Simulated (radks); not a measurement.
**F inside a hard spherical wall**

One table from this session's results is given with a row withheld; the runs are named, their logs left out.

Program: radks (a radial shooting solver on a logarithmic mesh, Libxc functionals) version 1. Level of theory: scalar-relativistic Kohn-Sham, PBEsol, spin-unpolarised, spherical densities, finite nucleus. These are calculated values, not measurements, unless marked.

**The system**

- element: fluorine (Z = 9)
- charge: 0
- electrons: 9
- configuration: [He] 2s2 2p5
- nuclear rms radius: 2.8976 fm

The outer shells:

F
```
[He] core
2s [↑↓]
2p [↑↓][↑↓][↑ ]
```

The first run:

Input:

```text
Z 9
configuration [He] 2s2 2p5 3s0 3p0 3d0
relativity scalar-relativistic
functional pbe_sol,pbe_sol
spin unpolarised
nucleus finite rms 2.8976 fm
c 137.035999084
```

Among the steps run: The free atom; Wall at 20 bohr; Wall at 12 bohr; Wall at 10 bohr; Wall at 7 bohr; Wall at 4 bohr; Wall at 3.5 bohr; Wall at 3 bohr; Wall at 2.5 bohr; Wall at 2 bohr.

One table of the session follows, with a row left open; its other results are not shown here.

| R (bohr) | E − E(free) (eV) |
| --- | --- |
| free | 0.000 |
| 20 | -0.000 |
| 12 | 0.000 |
| 10 | 0.000 |
| 7 | 0.003 |
| 4 | 0.643 |
| 3.5 | 1.709 |
| 3 | ? |
| 2.5 | 14.050 |
| 2 | 45.172 |

Estimate the missing values for R (bohr) = 3.

Worked estimate for «E − E(free) (eV)». A straight line through the neighbours (3.5, 1.709) and (2.5, 14.050) gives 1.709 + (14.050 − 1.709) × (3 − 3.5) / (2.5 − 3.5) = 7.880; a parabola fitted to 4 rows on both sides gives 2.870.

**Answer.** E − E(free) (eV): 4.748. In «E − E(free) (eV)» the line misses by +3.132 and the parabola by -1.878.

From R = 2 bohr inwards the highest occupied level lies above zero, pushed up by confinement. Shells are not refilled when levels cross, and a hard wall is a model, not a crystal.
